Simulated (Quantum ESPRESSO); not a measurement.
# NbSi (Pm-3m) in Quantum ESPRESSO: further runs, part 2 of 2

Quantum ESPRESSO 7.5.

## Step 3: Phonons, PBE

pw.in

```
&CONTROL
  calculation = 'scf'
  prefix = 'pwscf'
  outdir = './tmp'
  pseudo_dir = './pseudo'
  tprnfor = .true.
  tstress = .true.
  disk_io = 'low'
/
&SYSTEM
  ibrav = 0
  nat = 2
  ntyp = 2
  ecutwfc = 45
  ecutrho = 360
  nbnd = 15
  occupations = 'smearing'
  smearing = 'mv'
  degauss = 0.01469973
/
&ELECTRONS
  conv_thr = 4d-10
  electron_maxstep = 120
  mixing_beta = 0.5
/
ATOMIC_SPECIES
Nb    92.9064 nb_pbe_v1.uspp.F.UPF
Si    28.0850 si_pbe_v1.uspp.F.UPF
CELL_PARAMETERS angstrom
   3.1564400000    0.0000000000    0.0000000000
   0.0000000000    3.1564400000    0.0000000000
   0.0000000000    0.0000000000    3.1564400000
ATOMIC_POSITIONS crystal
Nb     0.0000000000    0.0000000000    0.0000000000
Si     0.5000000000    0.5000000000    0.5000000000
K_POINTS automatic
8 8 8 0 0 0
```

relax.in

```
&CONTROL
  calculation = 'vc-relax'
  prefix = 'pwscf'
  outdir = './tmp'
  pseudo_dir = './pseudo'
  tprnfor = .true.
  tstress = .true.
  disk_io = 'low'
  nstep = 40
  forc_conv_thr = 0.0001
  etot_conv_thr = 1d-06
/
&SYSTEM
  ibrav = 0
  nat = 2
  ntyp = 2
  ecutwfc = 45
  ecutrho = 360
  nbnd = 15
  occupations = 'smearing'
  smearing = 'mv'
  degauss = 0.01469973
/
&ELECTRONS
  conv_thr = 4d-10
  electron_maxstep = 120
  mixing_beta = 0.5
/
&IONS
  ion_dynamics = 'bfgs'
/
&CELL
  cell_dynamics = 'bfgs'
  press = 0
  press_conv_thr = 0.2
/
ATOMIC_SPECIES
Nb    92.9064 nb_pbe_v1.uspp.F.UPF
Si    28.0850 si_pbe_v1.uspp.F.UPF
CELL_PARAMETERS angstrom
   3.1564400000    0.0000000000    0.0000000000
   0.0000000000    3.1564400000    0.0000000000
   0.0000000000    0.0000000000    3.1564400000
ATOMIC_POSITIONS crystal
Nb     0.0000000000    0.0000000000    0.0000000000
Si     0.5000000000    0.5000000000    0.5000000000
K_POINTS automatic
8 8 8 0 0 0
```

scf2.in

```
&CONTROL
  calculation = 'scf'
  prefix = 'pwscf'
  outdir = './tmp'
  pseudo_dir = './pseudo'
  tprnfor = .true.
  tstress = .true.
  disk_io = 'low'
/
&SYSTEM
  ibrav = 0
  nat = 2
  ntyp = 2
  ecutwfc = 45
  ecutrho = 360
  nbnd = 15
  occupations = 'smearing'
  smearing = 'mv'
  degauss = 0.01469973
/
&ELECTRONS
  conv_thr = 1d-13
  electron_maxstep = 120
  mixing_beta = 0.5
  startingpot = 'file'
  startingwfc = 'file'
/
ATOMIC_SPECIES
Nb    92.9064 nb_pbe_v1.uspp.F.UPF
Si    28.0850 si_pbe_v1.uspp.F.UPF
CELL_PARAMETERS angstrom
   3.1536099720    0.0000000000    0.0000000000
   0.0000000000    3.1536099720    0.0000000000
   0.0000000000    0.0000000000    3.1536099720
ATOMIC_POSITIONS crystal
Nb     0.0000000000    0.0000000000    0.0000000000
Si     0.5000000000    0.5000000000    0.5000000000
K_POINTS automatic
8 8 8 0 0 0
```

ph.in

```
phonons of NbSi
&INPUTPH
  prefix = 'pwscf'
  outdir = './tmp'
  tr2_ph = 1d-18
  fildyn = 'dyn'
  niter_ph = 90
  alpha_mix(1) = 0.4
/
0.0000000000 0.0000000000 0.0000000000
```

dynmat.in

```
&INPUT
  fildyn = 'dyn'
  asr = 'crystal'
  filout = 'dynmat.disp'
  fileig = 'dynmat.eig'
/
```

Potentials or basis: GBRV 1.5 PBE.

Command:

```
$ OMP_NUM_THREADS=1 pw.x -in pw.in > pw.out
$ OMP_NUM_THREADS=1 pw.x -in relax.in > relax.out
$ OMP_NUM_THREADS=1 pw.x -in scf2.in > scf2.out
$ OMP_NUM_THREADS=1 ph.x -in ph.in > ph.out
$ OMP_NUM_THREADS=1 dynmat.x -in dynmat.in > dynmat.out
```

pw.out:

```text
This program is part of the open-source Quantum ESPRESSO suite
     for quantum simulation of materials; please cite
[... 9 lines left out ...]
     --------------------
     sticks:   dense  smooth     PW     G-vecs:    dense   smooth      PW
     Sum        1009     509    169                24405     8709    1575

     Using Slab Decomposition

     bravais-lattice index     =            0
     lattice parameter (alat)  =       5.9648  a.u.
     unit-cell volume          =     212.2214 (a.u.)^3
     number of atoms/cell      =            2
     number of atomic types    =            2
     number of electrons       =        17.00
     number of Kohn-Sham states=           15
     kinetic-energy cutoff     =      45.0000  Ry
     charge density cutoff     =     360.0000  Ry
     scf convergence threshold =      4.0E-10
     mixing beta               =       0.5000
     number of iterations used =            8  plain     mixing
     Exchange-correlation= SLA  PW   PBE  PBE
                           (   1   4   3   4   0   0   0)

     celldm(1)=   5.964807  celldm(2)=   0.000000  celldm(3)=   0.000000
     celldm(4)=   0.000000  celldm(5)=   0.000000  celldm(6)=   0.000000

     crystal axes: (cart. coord. in units of alat)
               a(1) = (   1.000000   0.000000   0.000000 )
               a(2) = (   0.000000   1.000000   0.000000 )
               a(3) = (   0.000000   0.000000   1.000000 )

     reciprocal axes: (cart. coord. in units 2 pi/alat)
               b(1) = (  1.000000  0.000000  0.000000 )
               b(2) = (  0.000000  1.000000  0.000000 )
               b(3) = (  0.000000  0.000000  1.000000 )

     PseudoPot. # 1 for Nb read from file:
     nb_pbe_v1.uspp.F.UPF
[... 77 lines left out ...]

     Smooth grid:     8709 G-vectors     FFT dimensions: (  25,  25,  25)

     Initial potential from superposition of free atoms

     starting charge      16.9966, renormalised to      17.0000
     Starting wfcs are   17 randomized atomic wfcs

     Self-consistent Calculation

     iteration #  1     ecut=    45.00 Ry     beta= 0.50
     Davidson diagonalization with overlap
     ethr =  1.00E-02,  avg # of iterations =  4.6

     total energy              =    -127.47230051 Ry
     estimated scf accuracy    <       0.24098235 Ry
[... 43 lines left out ...]
     iteration #  8     ecut=    45.00 Ry     beta= 0.50
     Davidson diagonalization with overlap
     ethr =  1.18E-10,  avg # of iterations =  2.0

     End of self-consistent calculation

          k = 0.0000 0.0000 0.0000 (  1045 PWs)   bands (ev):

   -39.3728 -15.2938 -15.2938 -15.2938   4.1937  12.6125  12.6125  17.5121
    17.5121  17.5121  17.7252  17.7252  17.7252  24.7244  25.3628
[... 163 lines left out ...]
   -39.2743 -15.6068 -15.6068 -15.5433   9.1562  10.3944  10.3944  12.7439
    17.0536  18.5570  18.5570  19.5440  21.0186  23.3694  24.1195

          k =-0.5000-0.5000-0.5000 (  1064 PWs)   bands (ev):

   -39.2694 -15.5981 -15.5981 -15.5981  10.1679  10.1679  10.1679  11.3447
    19.1215  19.1215  19.1215  19.5653  19.5653  23.4908  23.4908

     the Fermi energy is    15.2454 ev

!    total energy              =    -127.55703103 Ry
     estimated scf accuracy    <          1.4E-10 Ry
     smearing contrib. (-TS)   =      -0.00000690 Ry
     internal energy E=F+TS    =    -127.55702412 Ry

     The total energy is F=E-TS. E is the sum of the following terms:
     one-electron contribution =     -22.76229260 Ry
     hartree contribution      =      20.03187788 Ry
     xc contribution           =     -22.84487530 Ry
     ewald contribution        =    -101.98173410 Ry

     convergence has been achieved in   8 iterations

     Forces acting on atoms (cartesian axes, Ry/au):

     atom    1 type  1   force =     0.00000000    0.00000000    0.00000000
     atom    2 type  2   force =     0.00000000    0.00000000    0.00000000

     Total force =     0.000000     Total SCF correction =     0.000000

     Computing stress (Cartesian axis) and pressure

          total   stress  (Ry/bohr**3)                   (kbar)     P=       -4.49
  -0.00003051   0.00000000   0.00000000           -4.49        0.00        0.00
   0.00000000  -0.00003051   0.00000000            0.00       -4.49        0.00
   0.00000000   0.00000000  -0.00003051            0.00        0.00       -4.49

=------------------------------------------------------------------------------=
   JOB DONE.
=------------------------------------------------------------------------------=
```

scf2.out:

```text
This program is part of the open-source Quantum ESPRESSO suite
     for quantum simulation of materials; please cite
[... 9 lines left out ...]
     --------------------
     sticks:   dense  smooth     PW     G-vecs:    dense   smooth      PW
     Sum        1005     505    169                24303     8601    1575
[... 345 lines left out ...]
   0.00000047   0.00000000   0.00000000            0.07        0.00        0.00
   0.00000000   0.00000047   0.00000000            0.00        0.07        0.00
   0.00000000   0.00000000   0.00000047            0.00        0.00        0.07

=------------------------------------------------------------------------------=
   JOB DONE.
=------------------------------------------------------------------------------=
```

Wall time 2.4 min (1 thread of Arm Neoverse V2, shared host); peak memory 0.12 GiB.

Results:

```yaml
Free_energy: -1735.5019 eV
Relaxed_volume: 15.68 Å³/atom
Relaxed_cell: a = 3.154 Å, b = 3.154 Å, c = 3.154 Å, α = 90.00°, β = 90.00°, γ = 90.00°
Space_group_after_relaxing_to_0.05_Å: Pm-3m (No. 221)
Pressure_after_relaxing: 0.0 GPa
Band_gap_on_the_k_mesh: none (metal or under the smearing width)
Highest_phonon_frequency_at_Γ: 261 cm⁻¹
```

Step by step:
```tsv
step	energy change (eV)	largest force (eV/Å)	pressure (GPa)	volume (Å³)
1	0.0000	0.0000	-0.45	31.45
2	-0.0001	0.0000	-0.07	31.38
3	-0.0001	0.0000	0.01	31.36
```

Final structure:
```
Nb Si
1.0
     3.15361    0.00000    0.00000
     0.00000    3.15361    0.00000
     0.00000    0.00000    3.15361
Nb Si
1 1
Direct
  0.00000 0.00000 0.00000
  0.50000 0.50000 0.50000
```

Phonon frequencies in cm⁻¹ (negative: imaginary):
```
              q point           frequencies
(0.000, 0.000, 0.000)  -6 -6 -6 261 261 261
```

Optical modes at Γ, degenerate ones joined:
```csv
cm⁻¹,components,symmetry,active in
261,3,T1u,IR
```

Caveat: the mesh is thin for the phonons of a metal.
